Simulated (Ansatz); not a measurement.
# BH7OSi2: the cost of one run

Method: the settings change from run to run; program: Ansatz 0.2.0, Gaussian basis.

### Step 1. The molecule

The structure was relaxed beforehand with PBE0-D4 in a triple-zeta def2 set.

SMILES `B[SiH](O)[SiH3]`, 11 atoms, charge 0, spin multiplicity 1.

Atoms are counted from 1 here; the program's logs count them from 0.

Bond lengths: B1–Si2 1.984 Å, B1–H5 1.195 Å, B1–H6 1.197 Å, Si2–O3 1.659 Å, Si2–Si4 2.364 Å, Si2–H7 1.496 Å, O3–H8 0.958 Å, Si4–H9 1.488 Å, Si4–H10 1.491 Å, Si4–H11 1.488 Å. Angles: Si2–B1–H5 123.5°, Si2–B1–H6 118.2°, H5–B1–H6 118.1°, B1–Si2–O3 112.4°, B1–Si2–Si4 104.9°, B1–Si2–H7 111.5°, O3–Si2–Si4 111.5°, O3–Si2–H7 110.7°, Si4–Si2–H7 105.4°, Si2–O3–H8 117.2°, Si2–Si4–H9 111.9°, Si2–Si4–H10 109.6°, Si2–Si4–H11 110.2°, H9–Si4–H10 107.9°, H9–Si4–H11 108.6°, H10–Si4–H11 108.6°.

### Step 2. r2SCAN/aug-cc-pVTZ

Set apart from the defaults: finite nuclei.

in.yaml reads:

```yaml
crystal:
  periodic: [false, false, false]
  atoms:
    - {symbol: B, position_ang: [-1.132795, 1.647121, 0.016260]}
    - {symbol: Si, position_ang: [0.473801, 0.542511, -0.352070]}
    - {symbol: O, position_ang: [0.707435, 0.288774, -1.974395]}
    - {symbol: Si, position_ang: [0.093418, -1.487607, 0.797550]}
    - {symbol: H, position_ang: [-1.966355, 1.893812, -0.803095]}
    - {symbol: H, position_ang: [-1.321827, 2.013219, 1.140270]}
    - {symbol: H, position_ang: [1.698997, 1.130688, 0.274231]}
    - {symbol: H, position_ang: [1.445921, -0.266136, -2.228796]}
    - {symbol: H, position_ang: [-1.229083, -2.078662, 0.456048]}
    - {symbol: H, position_ang: [1.146312, -2.476062, 0.426580]}
    - {symbol: H, position_ang: [0.149475, -1.264857, 2.267918]}
basis:
  gaussian: {orbitals: aug-cc-pVTZ, nuclear_model: gaussian}
hamiltonian: {xc: {name: r2SCAN}}
```

Run with:

```console
ansatz run in.yaml --threads 2 --pin off --events-out ev --progress --plain --max-ram 4352MiB
```

Q: Estimate wall time and peak memory on 2 threads of Arm Neoverse V2, shared host.

About 13 s, with a peak of 0.62 GiB.
